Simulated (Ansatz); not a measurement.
Working through a rigid torsion scan of CH5FSSi, SMILES C[SiH](F)S

Program: Ansatz 0.2.0 through its Python package.

Typed at the interpreter:
```pycon
>>> import ansatz
>>> from ase import Atoms
>>> atoms = Atoms(["C", "Si", "F", "S", "H", "H", "H", "H", "H"], positions=[
...     (-0.2027, 0.3928, -1.064),
...     (0.4679, -0.574, 0.2838),
...     (1.7588, 0.1641, 0.8077),
...     (-0.8509, -0.6749, 1.8993),
...     (-1.167, -0.021, -1.4829),
...     (-0.4963, 1.4654, -0.7392),
...     (0.4765, 0.5331, -1.9073),
...     (0.8502, -1.9231, -0.1803),
...     (-0.7479, 0.5912, 2.3658),
... ])
>>> # start the scan from a relaxed geometry
>>> first = (
...     ansatz.Crystal.molecule_from_ase(atoms).calculation()
...     .basis(gaussian="6-31G*")
...     .functional("pbe0")
...     .relax(force_tolerance=0.02, max_steps=80)
... )
>>> atoms.positions = first.run(threads=1).report["positions_ang"]
>>> start = atoms.get_dihedral(0, 1, 3, 8)
>>> energies = {}
>>> for turn in range(0, 360, 40):
...     turned = atoms.copy()
...     turned.set_dihedral(0, 1, 3, 8, start + turn, indices=[3, 8])
...     calc = (
...         ansatz.Crystal.molecule_from_ase(turned).calculation()
...         .basis(gaussian="6-31G*")
...         .correlation("mp2")
...     )
...     energies[round((start + turn) % 360)] = calc.run(threads=1).report["free_energy_ev"]
...
>>> floor = min(energies.values())
>>> print("dihedral C0-Si1-S3-H8 (deg)   E - E(min) (kcal/mol)")
dihedral C0-Si1-S3-H8 (deg)   E - E(min) (kcal/mol)
>>> for angle, e in sorted(energies.items()):
...     print(f"{angle:8d} {23.060548 * (e - floor):14.3f}  " + "#" * int(30 * (e - floor) / max(max(energies.values()) - floor, 1e-9)))
...
      32          3.516  ##############################
      72          3.416  #############################
     112          2.176  ##################
     152          0.703  #####
     192          1.412  ############
     232          2.999  #########################
     272          1.568  #############
     312          0.000
     352          1.669  ##############
```

The scan is rigid and the energies are electronic, in a modest basis. With rigid groups the curve can differ much from the relaxed path, the start wasn't checked as a minimum of this torsion, and equivalent turns needn't return to the same energy. The start is relaxed with a density functional and scanned with the wavefunction method, so it isn't exactly that method's minimum. Finished in 44 s on 1 thread of Arm Neoverse V1, on a shared host, peak memory 0.23 GiB.
